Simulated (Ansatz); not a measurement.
**BN (F-43m): dielectric-dependent hybrid calculation from a Python script**

Program: the Python package of Ansatz 0.2.0. The levels of theory stand in the script. These are calculated values, not measurements.

### Step 1. The system

It takes space group F-43m (No. 216, cubic). The conventional cell has a = 3.615 Å, b = 3.615 Å, c = 3.615 Å, α = 90.00°, β = 90.00°, γ = 90.00°. B (site symmetry -43m) has 4 N at 1.57 Å as nearest neighbours. Around N (site symmetry -43m) lie 4 B at 1.57 Å.

The script holds or builds the structure itself.

### Step 2. The code

File bn.py:

```python
# -*- coding: utf-8 -*-
import logging
import sys
import warnings

import ansatz as az
import numpy as np

logging.basicConfig(stream=sys.stdout, format="%(levelname)s:%(name)s:%(message)s")
log = logging.getLogger("run")
log.setLevel(logging.INFO)

OCCUPATIONS = "fixed"


def count_gap(report):
    # lowest empty less highest filled band, counting bands; zero where they overlap
    return max(report.get("gap_by_band_count_ev") or 0.0, 0.0)


def main():
    warnings.simplefilter("ignore", az.DeckWarning)

    bn = (
        az.Lattice.of((0.0, 1.8075, 1.8075), (1.8075, 0.0, 1.8075), (1.8075, 1.8075, 0.0))
        .atom("B", (0.0, 0.0, 0.0))
        .atom("N", (0.25, 0.25, 0.25))
    )

    base = bn.calculation().kpoints(7).occupations(OCCUPATIONS).band_table()
    semilocal = base.functional("pbe").run(threads=1).report
    hybrid = base.functional(exchange="pbe", correlation="pbe", exact_fraction="inverse_dielectric").run(threads=1).report
    alpha = hybrid["hybrid"]["exact_exchange_fraction"]
    log.info(f"fraction of exact exchange {alpha:.4f}, so eps_inf = {1 / alpha:.2f} on this mesh")
    log.info(f"gap by band count: {count_gap(semilocal):.3f} eV semilocal, {count_gap(hybrid):.3f} eV hybrid")


if __name__ == "__main__":
    main()
```

### Step 3. The calls as engine input

The package turns the script's settings into the engine's input (first run):

```yaml
crystal:
  lattice:
    - [0.0, 1.8075, 1.8075]
    - [1.8075, 0.0, 1.8075]
    - [1.8075, 1.8075, 0.0]
  atoms:
    - { symbol: B, position: [0.0, 0.0, 0.0] }
    - { symbol: "N", position: [0.25, 0.25, 0.25] }
kpoints:
  mp_grid:
    grid: [7, 7, 7]
hamiltonian:
  xc: pbe
scf:
  occupations:
    method: fixed
output:
  eigenvalues: true
```

### Step 4. Running it

Command:

```sh
$ python bn.py
```

**Question.** How long does this script take on 1 thread of Arm Neoverse V1, shared host, and how much memory does it need?

About 13 s, with a peak of 0.64 GiB.
